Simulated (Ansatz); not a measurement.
Consider an atomisation energy of CH5OSSi, SMILES CS(=O)[SiH2] (Ansatz's Python interface).

`tae.py`
```python
'''Atomisation energy of CH5OSSi at the given geometry.'''

from collections import Counter

import ansatz as az
from ase import Atoms

BASIS = 'cc-pVDZ'
XC = 'hf'


def energy(molecule, charge=0, unpaired=0):
    calc = molecule.calculation().basis(gaussian=BASIS).functional(XC)
    if charge:
        calc = calc.charge(charge)
    if unpaired:
        calc = calc.spin('collinear', total=unpaired)
    return calc.run().report['free_energy_ev']

atoms = Atoms(['C', 'S', 'O', 'Si', 'H', 'H', 'H', 'H', 'H'], positions=[
    (-1.236, 0.1496, -0.0803),
    (-0.0064, -0.7701, 0.8615),
    (0.1664, 0.0593, 2.1265),
    (1.8105, -0.429, -0.2022),
    (-1.3455, -0.3028, -1.0875),
    (-2.2113, 0.1078, 0.4469),
    (-0.92, 1.2086, -0.1838),
    (2.0265, 1.0184, -0.3456),
    (1.7157, -1.0418, -1.5354),
])
geometry = az.Crystal.molecule_from_ase(atoms)

# Hund ground states
unpaired = {'C': 2, 'S': 2, 'O': 2, 'Si': 2, 'H': 1}
counts = Counter(site.symbol for site in geometry.cartesian_sites)
atom_energy = {s: energy(az.Crystal.molecule().atom(s, (0, 0, 0)), 0, unpaired[s]) for s in counts}
whole = energy(geometry, 0, 1)
for s, e in atom_energy.items():
    print(f'{s:2s} x{counts[s]}  {e:14.5f} eV')
print(f'CH5OSSi: {whole:.5f} eV')
split = sum(counts[s] * e for s, e in atom_energy.items()) - whole
print(f'atomisation energy (no zero-point term): {96.485332 * split:.1f} kJ/mol, {split / sum(counts.values()):.3f} eV an atom')
```

What does it cost to take this molecule apart into atoms?

1751.8 kJ/mol from the electronic energies, without the zero-point term.

What the script printed:

Running `python tae.py` prints:
```text
C  x1     -1025.50311 eV
S  x1    -10816.43900 eV
O  x1     -2035.19852 eV
Si x1     -7860.01100 eV
H  x5       -13.58606 eV
CH5OSSi: -21823.23757 eV
atomisation energy (no zero-point term): 1751.8 kJ/mol, 2.017 eV an atom
```

Caveats:
- Total energies depend on the basis set; only differences at equal settings carry meaning.
- The geometry is a force-field or estimated start, not a minimum of this method, and the basis set is short of its limit. All parts are taken at fixed geometry, without zero-point energy.
- The species is open-shell (spin multiplicity 2).
- Hartree-Fock leaves correlation out, so bond, atomisation and ionisation energies come out well too low.
- For Al to Cl the sets with a tight d function, cc-pV(X+d)Z, are usual.
- Hardware and time: 4 s on 1 thread of Intel(R) Xeon(R) Processor @ 2.30GHz (shared host), peak memory 0.3 GiB.
